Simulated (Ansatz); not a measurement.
# Be16H: the cost of one run

Method: DFT LDA, plane waves, PAW, scalar-relativistic, no spin polarisation, in Ansatz 0.2.0.

## 1. The structure to begin with

The cell holds 17 atoms (Be16H): a = 4.580 Å, b = 3.966 Å, c = 7.177 Å, α = 90.00°, β = 90.00°, γ = 90.00°.

Structure file:

```xyz
17
Lattice="-2.2900 -3.9664 0.0000 3.4350 -1.9832 0.0000 0.0000 0.0000 7.1769" Properties=species:S:1:pos:R:3 pbc="T T T"
Be    0.0000   -3.9664    0.0000
Be    0.0000   -2.6443    1.7942
Be    0.0000   -3.9664    3.5884
Be    0.0000   -2.6443    5.3826
Be   -1.1450   -1.9832    0.0000
Be    2.2900   -2.6443    1.7942
Be   -1.1450   -1.9832    3.5884
Be    2.2900   -2.6443    5.3826
Be    1.1450   -1.9832    0.0000
Be    1.1450   -0.6611    1.7942
Be    1.1450   -1.9832    3.5884
Be    1.1450   -0.6611    5.3826
Be    0.0000    0.0000    0.0000
Be    1.1450   -4.6275    1.7942
Be    0.0000    0.0000    3.5884
Be    1.1450   -4.6275    5.3826
H     0.0084   -2.5938    4.0351
```

## 2. End point A

input.yaml reads:

```yaml
crystal:
  lattice:
    - [-2.29, -3.966396, 0.0]
    - [3.435, -1.983198, 0.0]
    - [0.0, 0.0, 7.17686]
  atoms:
    - { symbol: Be, position: [0.75, 0.5, 0.0] }
    - { symbol: Be, position: [0.5, 0.3333333, 0.25] }
    - { symbol: Be, position: [0.75, 0.5, 0.5] }
    - { symbol: Be, position: [0.5, 0.3333333, 0.75] }
    - { symbol: Be, position: [0.5, 0.0, 0.0] }
    - { symbol: Be, position: [0.25, 0.8333333, 0.25] }
    - { symbol: Be, position: [0.5, 0.0, 0.5] }
    - { symbol: Be, position: [0.25, 0.8333333, 0.75] }
    - { symbol: Be, position: [0.25, 0.5, 0.0] }
    - { symbol: Be, position: [0.0, 0.3333333, 0.25] }
    - { symbol: Be, position: [0.25, 0.5, 0.5] }
    - { symbol: Be, position: [0.0, 0.3333333, 0.75] }
    - { symbol: Be, position: [0.0, 0.0, 0.0] }
    - { symbol: Be, position: [0.75, 0.8333333, 0.25] }
    - { symbol: Be, position: [0.0, 0.0, 0.5] }
    - { symbol: Be, position: [0.75, 0.8333333, 0.75] }
    - { symbol: H, position: [0.4895444, 0.3288185, 0.5622407] }
basis:
  ecutwfc: 420.0
kpoints:
  mp_grid: { grid: [5, 6, 4] }
hamiltonian:
  xc: lda
scf:
  occupations: { method: gaussian, width: 0.15 }
  lower_state_search: "off"
relax:
  f_tol: 0.03
  max_steps: 60
  adjacent_minimum: "off"
```

On the command line:

```
ansatz run input.yaml --threads 2 --pin off --max-ram 5120MiB --backend cpu --events-out ev --progress --plain --runs-dir out
```

Q: Estimate wall time and peak memory on 2 threads of an Arm CPU, shared host.

About 35 s, with a peak of 0.48 GiB.
